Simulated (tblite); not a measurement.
# CH10BNOSi (SMILES [BH3-][NH2+]CO[SiH3]) at GFN2-xTB

Wanted: a structure relaxation of CH10BNOSi. The job is set up through a Python script.

Program for the calculation: tblite 0.8.0.

34 further runs of the same task are left out: 34 set aside as unsound or not needed.

## (1) The structure to begin with

CH10BNOSi has 15 atoms, charge 0, and is taken as a singlet. As SMILES, `[BH3-][NH2+]CO[SiH3]`. The coordinates come from a GFN2-xTB relaxation. This is one conformer, not always the lowest. The run starts from this shape.

Bond lengths: B1–N2 1.659 Å, N2–C3 1.452 Å, C3–O4 1.388 Å, O4–Si5 1.632 Å, B1–H6 1.190 Å, B1–H7 1.189 Å, B1–H8 1.191 Å, N2–H9 1.016 Å, N2–H10 1.016 Å, C3–H11 1.095 Å, C3–H12 1.095 Å, Si5–H13 1.450 Å, Si5–H14 1.462 Å, Si5–H15 1.469 Å. Some angles: B1–N2–C3 113.5°, N2–C3–O4 112.2°, C3–O4–Si5 129.9°, B1–N2–H9 106.7°, B1–N2–H10 107.1°, C3–N2–H9 110.4°, C3–N2–H10 110.3°, N2–B1–H6 104.7°, N2–B1–H7 106.0°, N2–B1–H8 105.7°.

## (2) A structure relaxation at GFN2-xTB

Input file molecule.xyz:

```xyz
15
start geometry
B     -1.105830    -0.600860     2.003830
N     -0.054360     0.096790     0.927510
C      0.241720    -0.743100    -0.219730
O      1.135400    -0.140940    -1.093870
Si     0.882270     1.011730    -2.221210
H     -1.220470     0.199380     2.876810
H     -0.588260    -1.611240     2.358660
H     -2.114700    -0.781250     1.397940
H     -0.479400     0.969490     0.628050
H      0.797810     0.311290     1.437580
H      0.694330    -1.671830     0.144120
H     -0.704050    -0.983230    -0.717650
H      2.228800     1.108040    -2.750860
H     -0.133360     0.579470    -3.179740
H      0.420100     2.256260    -1.591440
```

Input file script.py:

```python
import json
import numpy as np
from tblite.interface import Calculator
from tblite.interface import symbols_to_numbers
from scipy.optimize import minimize

symbols = list(map(str, np.loadtxt("molecule.xyz", skiprows=2, usecols=0, dtype=str, ndmin=1)))
numbers = np.array(symbols_to_numbers(symbols))
positions = np.loadtxt("molecule.xyz", skiprows=2, usecols=(1, 2, 3), ndmin=2) / 0.5291772

tb = Calculator("GFN2-xTB", numbers, positions, charge=0, uhf=0)
tb.set("verbosity", 0)
tb.set("accuracy", 0.01)
last, frames, energies, grads = [None], [], [], []

def fun(x):
    tb.update(x.reshape(-1, 3))
    last[0] = tb.singlepoint(last[0])
    return float(last[0].get('energy')), last[0].get('gradient').ravel()

def show(x):
    e, g = fun(x)
    frames.append(x.reshape(-1, 3).tolist())
    energies.append(e)
    grads.append(g.reshape(-1, 3).tolist())
    print(f"{len(energies) - 1:4d} {e:16.9f} {np.abs(g).max():12.3e} {np.linalg.norm(g):12.3e}")

print("step      energy/Eh       max grad     grad norm")
show(positions.ravel())
opt = minimize(fun, positions.ravel(), jac=True, method="BFGS", callback=show, options={"gtol": 3e-05, "maxiter": 500})
print("converged:", opt.success, "-", opt.message)
fun(opt.x)
sp = last[0]
final = opt.x.reshape(-1, 3)
print("final geometry (angstrom)")
for s, p in zip(symbols, final * 0.529177210903):
    print(f"{s:<2} {p[0]:12.6f} {p[1]:12.6f} {p[2]:12.6f}")
print(f"total energy: {sp.get('energy'):.8f} Eh")
eps = np.atleast_2d(sp.get("orbital-energies")) * 27.211386
occ = np.atleast_2d(sp.get("orbital-occupations"))
filled = occ.sum(axis=0) if eps.shape[0] == 1 else occ[0]
homo = np.nonzero(filled > 0.5)[0].max()
print("  MO   occupation   energy/eV")
for i in range(max(0, homo - 4), min(eps.shape[1], homo + 5)):
    print(f"{i + 1:4d} {filled[i]:10.4f} {eps[0, i]:12.4f}")
mu = sp.get("dipole") * 2.541746
print(f"Dipole moment: {np.linalg.norm(mu):.4f} D, components " + " ".join(f"{c:.4f}" for c in mu))
q = sp.get("charges")
print("Charges:", " ".join(f"{s}{i + 1}={c:+.4f}" for i, (s, c) in enumerate(zip(symbols, q))))
out = {k: np.asarray(sp.get(k)).tolist() for k in ("energy", "gradient", "charges", "dipole", "orbital-energies", "orbital-occupations")}
out.update(symbols=symbols, positions=(positions * 0.529177210903).tolist(), final=final.tolist(), frames=frames, step_energies=energies, grads=grads, success=bool(opt.success))
json.dump(out, open("results.json", "w"))
```

The run is started by

```
$ python script.py
```

What values should one expect? Wanted: total energy at the end; dipole moment; HOMO energy; LUMO energy; HOMO–LUMO gap.

Answer, from the run:

At GFN2-xTB:

| quantity | value |
| --- | --- |
| total energy at the end | -17.24551 Eh |
| dipole moment | 5.02 D |
| HOMO energy | -10.01 eV |
| LUMO energy | -5.39 eV |
| HOMO–LUMO gap | 4.63 eV |

What this shows: At the final geometry: Bond lengths: B1–N2 1.657 Å, N2–C3 1.452 Å, C3–O4 1.387 Å, O4–Si5 1.631 Å, B1–H6 1.190 Å, B1–H7 1.189 Å, B1–H8 1.190 Å, N2–H9 1.016 Å, N2–H10 1.016 Å, C3–H11 1.095 Å, C3–H12 1.096 Å, Si5–H13 1.450 Å, Si5–H14 1.462 Å, Si5–H15 1.470 Å. Some angles: B1–N2–C3 113.4°, N2–C3–O4 112.5°, C3–O4–Si5 130.1°, B1–N2–H9 106.7°, B1–N2–H10 107.2°, C3–N2–H9 110.4°, C3–N2–H10 110.3°, N2–B1–H6 104.8°, N2–B1–H7 106.0°, N2–B1–H8 105.7°. The optimisation took 114 steps and changed the energy by -0.001 eV.
